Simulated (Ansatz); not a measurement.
RbCaH3, space group Pm-3m: an equation of state with a fit, run with the Ansatz DFT code, driven from Python.

`eos_rbcah3.py`
```python
import ansatz
import numpy as np

VECTORS = np.array([
    [4.547, 0.0, 0.0],
    [0.0, 4.547, 0.0],
    [0.0, 0.0, 4.547],
])
SITES = [
    ("Rb", (0.0, 0.0, 0.0)),
    ("Ca", (0.5, 0.5, 0.5)),
    ("H", (0.0, 0.5, 0.5)),
    ("H", (0.5, 0.0, 0.5)),
    ("H", (0.5, 0.5, 0.0)),
]


def on_lattice(cell):
    crystal = ansatz.Crystal(lattice=ansatz.Lattice.of(cell))
    for symbol, position in SITES:
        crystal = crystal.atom(symbol, position)
    return crystal


def main() -> None:
    volumes, energies = [], []
    for scale in np.linspace(0.95, 1.07, 5):
        cell = VECTORS * scale ** (1 / 3)
        calc = on_lattice(cell).calculation()
        calc = calc.basis(500).functional("r2scan")
        calc = calc.occupations("fixed")
        calc = calc.kpoints(4, 4, 4)
        r = calc.run(threads=1, pin="off").report
        volumes.append(abs(np.linalg.det(cell)) / len(SITES))
        energies.append(r["free_energy_ev"] / len(SITES))
        print(f"V = {volumes[-1]:8.4f} A^3/atom  F = {energies[-1]:.5f} eV/atom")

    x = np.array(volumes) ** (-2 / 3)
    poly = np.polynomial.Polynomial.fit(x, energies, 3).convert()
    roots = poly.deriv().roots()
    x0 = min((r.real for r in roots if abs(r.imag) < 1e-9 and poly.deriv(2)(r.real) > 0), key=lambda r: abs(r - x.mean()))
    v0 = x0 ** -1.5
    b0 = 4 / 9 * poly.deriv(2)(x0) * v0 ** (-7 / 3) * 160.21766
    b1 = 4 + 2 / 3 * x0 * poly.deriv(3)(x0) / poly.deriv(2)(x0)
    print(f"V0 = {v0:.4f} A^3/atom, B0 = {b0:.1f} GPa, dB/dP = {b1:.2f}")


if __name__ == "__main__":
    main()
```

Where does the minimum lie against the volume typed, and how stiff is the crystal?

A third-order Birch-Murnaghan fit through the 5 points has its minimum at 18.41 Å³ an atom, 2.1 % below the typed cell, with a bulk modulus of 26 GPa and dB/dP = 3.6. From that minimum the energy rises by 1.4 meV an atom on the compressed side and 11.0 meV on the expanded side. The window is off centre, so dB/dP is rough.

What the script printed:

```console
$ python eos_rbcah3.py
V =  17.8619 A^3/atom  F = -1029.99694 eV/atom
V =  18.4260 A^3/atom  F = -1029.99831 eV/atom
V =  18.9901 A^3/atom  F = -1029.99692 eV/atom
V =  19.5541 A^3/atom  F = -1029.99313 eV/atom
V =  20.1182 A^3/atom  F = -1029.98726 eV/atom
V0 = 18.4105 A^3/atom, B0 = 25.7 GPa, dB/dP = 3.63
```

Caveats:
- Absolute energies stand on the zero of these potentials, so only differences at equal settings mean something.
- The structure is a deposited one; some such entries were measured under pressure or heat, so a shift against it needn't be the functional's error alone.
- Finished in 14 s on 1 thread of Intel(R) Xeon(R) Platinum 8375C CPU @ 2.90GHz (Ice Lake) (shared host), peak memory 0.54 GiB.
